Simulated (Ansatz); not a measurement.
**BClH5NSi: one species, many methods**

Aim: compute BClH5NSi with functionals from several rungs and with coupled cluster. The yardstick is the atomisation energy at the CCSD(T) limit.

Method: functionals in def2-TZVPP, the program's frozen cores in correlated methods; program: Ansatz 0.2.0, Gaussian basis.

The runs, in order: LDA (SPW92), PBE-D4, revPBE-D4, BLYP-D4, r2SCAN-D4, B97M-V, PBE0-D4, B3LYP-D4, r2SCANh-D4, r2SCAN0-D4, HSE06-D4, BHLYP-D4, CAM-B3LYP-D4, LC-ωPBE, ωB97X-V, ωB97M-V, B2PLYP, PBE-QIDH; CCSD(T)/def2-SVP; CCSD(T)/def2-TZVPP; MP2/def2-QZVPP; extrapolation to the limit; RPA on PBE.

## 1. The geometry

An earlier PBE0-D4 in a triple-zeta def2 set relaxation fixed the geometry.

9 atoms, charge 0, spin multiplicity 1.

Atoms are counted from 1 here; the program's logs count them from 0.

Bond lengths: N1–B2 1.384 Å, N1–H5 1.008 Å, N1–H6 1.007 Å, B2–Si3 2.014 Å, B2–H7 1.198 Å, Si3–Cl4 2.073 Å, Si3–H8 1.487 Å, Si3–H9 1.491 Å. Angles: B2–N1–H5 123.0°, B2–N1–H6 123.7°, H5–N1–H6 113.2°, N1–B2–Si3 120.3°, N1–B2–H7 118.3°, Si3–B2–H7 121.4°, B2–Si3–Cl4 109.0°, B2–Si3–H8 113.3°, B2–Si3–H9 113.0°, Cl4–Si3–H8 106.8°, Cl4–Si3–H9 106.6°, H8–Si3–H9 107.7°.

## 2. LDA

This LDA is Slater exchange with PW92 correlation.

The input, in.yaml:

```yaml
crystal:
  periodic: [false, false, false]
  atoms:
    - {symbol: N, position_ang: [0.342580, 1.619927, -0.105831]}
    - {symbol: B, position_ang: [-0.449629, 0.578423, 0.344772]}
    - {symbol: Si, position_ang: [0.097887, -1.330768, 0.011286]}
    - {symbol: Cl, position_ang: [-1.375617, -2.268895, -1.104942]}
    - {symbol: H, position_ang: [0.105473, 2.589605, 0.031241]}
    - {symbol: H, position_ang: [1.203869, 1.489438, -0.611087]}
    - {symbol: H, position_ang: [-1.461598, 0.845602, 0.926915]}
    - {symbol: H, position_ang: [0.261966, -2.122966, 1.259378]}
    - {symbol: H, position_ang: [1.363370, -1.446667, -0.768831]}
basis:
  gaussian: {orbitals: def2-TZVPP}
hamiltonian: {xc: lda}
output: {orbitals: {seedname: orbitals}}
```

Run with:

```
$ ansatz run in.yaml --threads 2 --pin off --events-out ev --progress --plain --max-ram 4352MiB
```

Further steps of the session: PBE-D4 (GGA); revPBE-D4 (GGA); BLYP-D4 (GGA); r2SCAN-D4 (meta-GGA); B97M-V (meta-GGA); PBE0-D4 (hybrid); B3LYP-D4 (hybrid); r2SCANh-D4 (hybrid); r2SCAN0-D4 (hybrid); HSE06-D4 (hybrid); BHLYP-D4 (hybrid); CAM-B3LYP-D4 (range-separated); LC-ωPBE (range-separated); ωB97X-V (range-separated); ωB97M-V (range-separated); B2PLYP (double hybrid); PBE-QIDH (double hybrid); CCSD(T) in def2-SVP; CCSD(T) in def2-TZVPP; MP2 in def2-QZVPP; RPA on PBE orbitals.

**Question.** What will the summary of the whole plan be? Wanted: atomisation energy, CCSD(T)/CBS; farthest beyond LDA; mean size of error, GGA; mean size of error, meta-GGA; mean size of error, hybrid; mean size of error, range-separated; mean size of error, double hybrid; gap, smallest and largest; T1 diagnostic.

The runs gave:

| quantity | value |
| --- | --- |
| atomisation energy, CCSD(T)/CBS | 3026.0 kJ/mol |
| functionals within 15.1 kJ/mol (0.5 %) | BLYP-D4, r2SCAN-D4, PBE0-D4, r2SCANh-D4, HSE06-D4, LC-ωPBE |
| farthest beyond LDA | BHLYP-D4 (-48.2 kJ/mol) |
| mean size of error, GGA | 22.3 kJ/mol |
| mean size of error, meta-GGA | 19.6 kJ/mol |
| mean size of error, hybrid | 16.9 kJ/mol |
| mean size of error, range-separated | 22.3 kJ/mol |
| mean size of error, double hybrid | 21.8 kJ/mol |
| gap, smallest and largest | 4.46 eV (LDA (SPW92)), 11.76 eV (LC-ωPBE) |
| T1 diagnostic | 0.0121 |
| triples share of the correlation energy | 3.8 % |

**Reading.** LDA overbinds by 391.6 kJ/mol (13 %). PBE-D4 misses by +41.7 kJ/mol. Double hybrids carry the basis error of their MP2 part in triple zeta, and no dispersion term here, so their miss is partly the set-up's. Taken by rung, hybrid functionals do best (16.9 kJ/mol on average) and range-separated ones worst beyond LDA (22.3 kJ/mol). The gap between the best rungs is small, so their order is not settled. The reference freezes the cores and leaves out relativity and excitations past (T), so misses under about 15.1 kJ/mol can't be ranked. Hartree-Fock recovers 75 % of the binding; the rest is correlation. CCSD(T) in def2-SVP is off by -196.5 kJ/mol, more than most functionals: a good method in a small basis is no reference. Orbital gaps span 4.5 to 11.8 eV; exact exchange widens them.
